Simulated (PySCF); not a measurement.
**MP2/def2-SVPD run of CH6AlAs (SMILES C[AsH][AlH2])**

What is the vertical ionisation energy of CH6AlAs at MP2/def2-SVPD? 

Program for the calculation: PySCF 2.14.0.

### Step 1. The structure to begin with

The species is CH6AlAs (9 atoms), meant as a singlet with charge 0. As SMILES, `C[AsH][AlH2]`. The coordinates come from a PBE0-D4/def2-TZVP relaxation.

Bond lengths: C1–As2 1.984 Å, As2–Al3 2.423 Å, C1–H4 1.090 Å, C1–H5 1.090 Å, C1–H6 1.088 Å, As2–H7 1.524 Å, Al3–H8 1.588 Å, Al3–H9 1.590 Å. Some angles: C1–As2–Al3 99.6°, C1–As2–H7 98.0°, Al3–As2–H7 91.7°, As2–C1–H4 108.3°, As2–C1–H5 107.9°, As2–C1–H6 113.4°, As2–Al3–H8 119.6°, As2–Al3–H9 120.0°, H4–C1–H5 108.6°, H4–C1–H6 109.5°.

### Step 2. A single-point energy at MP2/def2-SVPD

Input file input.py:

```python
# C[AsH][AlH2]
from pyscf import gto, mp

mol = gto.Mole()
mol.atom = '''
C     -0.476000     1.159700    -0.848800
As     0.508200    -0.554800    -1.021900
Al     0.155300    -1.450100     1.201600
H     -0.278300     1.758200    -1.737700
H     -1.541200     0.931500    -0.812600
H     -0.203000     1.727200     0.038100
H      1.894100    -0.044000    -0.644900
H      1.212900    -2.461900     1.818100
H     -1.183400    -1.112000     1.991000
'''
mol.basis = 'def2-svpd'
mol.spin = 0
mol.charge = 0
mol.max_memory = 1860
mol.verbose = 4
mol.build()

mf = mol.RHF()
mf.conv_tol = 1e-10
mf.kernel()
if not mf.converged:
    mf = mf.newton().run(mf.mo_coeff, mf.mo_occ)

pt = mp.MP2(mf, frozen=15).run()
etot = pt.e_tot
print('E = %.10f Eh' % etot)
```

Run with:

```
$ OMP_NUM_THREADS=1 python input.py
```

Log:

```text
PySCF version 2.14.0

[INPUT] num. atoms = 9
[INPUT] num. electrons = 58
[INPUT] charge = 0
[INPUT] spin (= nelec alpha-beta = 2S) = 0
[INPUT] symmetry False subgroup None
[INPUT] Mole.unit = angstrom
[INPUT] Symbol           X                Y                Z      unit          X                Y                Z       unit  Magmom
[INPUT]  1 C     -0.476000000000   1.159700000000  -0.848800000000 AA   -0.899509635293   2.191515386658  -1.603999534531 Bohr   0.0
[INPUT]  2 As     0.508200000000  -0.554800000000  -1.021900000000 AA    0.960358816504  -1.048420053909  -1.931111126693 Bohr   0.0
[INPUT]  3 Al     0.155300000000  -1.450100000000   1.201600000000 AA    0.293474467145  -2.740291853232   2.270694911277 Bohr   0.0
[INPUT]  4 H     -0.278300000000   1.758200000000  -1.737700000000 AA   -0.525910780466   3.322516472210  -3.283777086657 Bohr   0.0
[INPUT]  5 H     -1.541200000000   0.931500000000  -0.812600000000 AA   -2.912445903180   1.760279885032  -1.535591448822 Bohr   0.0
[INPUT]  6 H     -0.203000000000   1.727200000000   0.038100000000 AA   -0.383614403287   3.263934962349   0.071998565346 Bohr   0.0
[INPUT]  7 H      1.894100000000  -0.044000000000  -0.644900000000 AA    3.579330252539  -0.083147949481  -1.218684377732 Bohr   0.0
[INPUT]  8 H      1.212900000000  -2.461900000000   1.818100000000 AA    2.292048816485  -4.652316746067   3.435711067072 Bohr   0.0
[INPUT]  9 H     -1.183400000000  -1.112000000000   1.991000000000 AA   -2.236301895810  -2.101375450516   3.762444714009 Bohr   0.0

nuclear repulsion = 231.17972221786
number of shells = 56
number of NR pGTOs = 212
number of NR cGTOs = 130
basis = def2-svpd
ecp = {}

******** <class 'pyscf.scf.hf.RHF'> ********
method = RHF
initial guess = minao
damping factor = 0
level_shift factor = 0
DIIS = <class 'pyscf.scf.diis.CDIIS'>
diis_start_cycle = 1
diis_space = 8
diis_damp = 0
SCF conv_tol = 1e-10
SCF conv_tol_grad = None
SCF max_cycles = 50
direct_scf = True
direct_scf_tol = 1e-13
Set gradient conv threshold to 1e-05
Initial guess from minao.
init E= -2516.16213241572
  HOMO = -0.238629404567983  LUMO = -0.00634657656345405  gap/eV = 6.32074
cycle= 1 E= -2517.05388092636  delta_E= -0.892  |g|= 0.263  |ddm|= 2.99
  HOMO = -0.323394472589753  LUMO = 0.0240999002628017  gap/eV = 9.45580
cycle= 2 E= -2517.08721969605  delta_E= -0.0333  |g|= 0.0828  |ddm|= 0.49
  HOMO = -0.325759972187744  LUMO = 0.0410958434000745  gap/eV = 9.98266
cycle= 3 E= -2517.0903948321  delta_E= -0.00318  |g|= 0.0319  |ddm|= 0.238
  HOMO = -0.324962476974915  LUMO = 0.0398396287031924  gap/eV = 9.92677
cycle= 4 E= -2517.09085321827  delta_E= -0.000458  |g|= 0.00742  |ddm|= 0.0716
  HOMO = -0.325440792363262  LUMO = 0.0389864028795923  gap/eV = 9.91657
cycle= 5 E= -2517.09088025071  delta_E= -2.7e-05  |g|= 0.00225  |ddm|= 0.0167
  HOMO = -0.325711781574832  LUMO = 0.0389344888731378  gap/eV = 9.92253
cycle= 6 E= -2517.09088542034  delta_E= -5.17e-06  |g|= 0.000665  |ddm|= 0.00832
  HOMO = -0.325815679543882  LUMO = 0.0389442235221273  gap/eV = 9.92562
cycle= 7 E= -2517.09088597443  delta_E= -5.54e-07  |g|= 0.000213  |ddm|= 0.00288
  HOMO = -0.325803882699086  LUMO = 0.0389304040660141  gap/eV = 9.92493
cycle= 8 E= -2517.090886012  delta_E= -3.76e-08  |g|= 6.26e-05  |ddm|= 0.000706
  HOMO = -0.325809139149506  LUMO = 0.0389315662236811  gap/eV = 9.92510
cycle= 9 E= -2517.09088601619  delta_E= -4.2e-09  |g|= 1.87e-05  |ddm|= 0.000235
  HOMO = -0.325809299470405  LUMO = 0.038930789752802  gap/eV = 9.92508
cycle= 10 E= -2517.09088601674  delta_E= -5.46e-10  |g|= 4.89e-06  |ddm|= 9.79e-05
  HOMO = -0.325808949195672  LUMO = 0.0389307647672257  gap/eV = 9.92507
cycle= 11 E= -2517.09088601679  delta_E= -4.73e-11  |g|= 1.39e-06  |ddm|= 2.72e-05
  HOMO = -0.32580915035664  LUMO = 0.0389307485585091  gap/eV = 9.92508
Extra cycle  E= -2517.09088601678  delta_E= 9.09e-13  |g|= 7.39e-07  |ddm|= 4.77e-06
converged SCF energy = -2517.09088601678

******** <class 'pyscf.mp.mp2.RMP2'> ********
nocc = 14, nmo = 115
frozen orbitals 15
E(RMP2) = -2517.5607978816  E_corr = -0.469911864818848
E(SCS-RMP2) = -2517.55563615424  E_corr = -0.464750137455559
E_corr(same-spin) = -0.114397038838913
E_corr(oppo-spin) = -0.355514825979935
E = -2517.5607978816 Eh
```

Wall time 6.9 s (1 thread of Intel Xeon Platinum 8259CL at 2.50GHz (Skylake/Cascade Lake), shared host); peak memory 0.49 GiB.

### Step 3. The doublet cation at the same level

Input file job.py:

```python
from pyscf import gto, mp

mol = gto.M(
    atom='''
C   -0.476000   1.159700  -0.848800
As   0.508200  -0.554800  -1.021900
Al   0.155300  -1.450100   1.201600
H   -0.278300   1.758200  -1.737700
H   -1.541200   0.931500  -0.812600
H   -0.203000   1.727200   0.038100
H    1.894100  -0.044000  -0.644900
H    1.212900  -2.461900   1.818100
H   -1.183400  -1.112000   1.991000
''',
    charge=1,
    spin=1,
    max_memory=1860,
    verbose=3,
    basis='def2-svpd',
)

myscf = mol.UHF()
myscf.conv_tol = 1e-10
myscf.kernel()
if not myscf.converged:
    myscf = myscf.newton().run(myscf.mo_coeff, myscf.mo_occ)

pt = mp.MP2(myscf, frozen=15).run()
etot = pt.e_tot
print(f'total energy: {etot:.8f} hartree')
```

Run with:

```
$ OMP_NUM_THREADS=1 python job.py
```

Log:

```text
converged SCF energy = -2516.80617609156  <S^2> = 0.76585127  2S+1 = 2.0157889
E(UMP2) = -2517.24403355263  E_corr = -0.437857461064349
E(SCS-UMP2) = -2517.2400545063  E_corr = -0.433878414733403
total energy: -2517.24403355 hartree
```

Run time: 13 s. Hardware: 1 thread of Intel Xeon Platinum 8259CL at 2.50GHz (Skylake/Cascade Lake), shared host; peak memory 0.52 GiB.

### Step 4. Summary of results

Level: MP2/def2-SVPD, 15 core orbitals frozen.

| quantity | value |
| --- | --- |
| singlet CH6AlAs: total energy | -2517.56080 Eh |
| singlet CH6AlAs: dipole moment (Hartree–Fock density) | 1.13 D |
| singlet CH6AlAs: HOMO energy (Hartree–Fock orbitals) | -8.87 eV |
| singlet CH6AlAs: LUMO energy (Hartree–Fock orbitals) | 1.06 eV |
| singlet CH6AlAs: HOMO–LUMO gap (Hartree–Fock orbitals) | 9.93 eV |
| singlet CH6AlAs: correlation energy (15 core orbitals frozen) | -469.9 mEh |
| doublet cation: total energy | -2517.24403 Eh |
| doublet cation: HOMO energy (Hartree–Fock orbitals) (highest over α and β) | -16.26 eV |
| doublet cation: LUMO energy (Hartree–Fock orbitals) (lowest over α and β) | -6.74 eV |
| doublet cation: correlation energy (15 core orbitals frozen) | -437.9 mEh |
| doublet cation: ⟨S²⟩ of the reference determinant | 0.766 |
| vertical ionisation energy (to the doublet cation) | 8.620 eV |

Removing an electron at fixed nuclei costs 8.62 eV (199 kcal/mol).
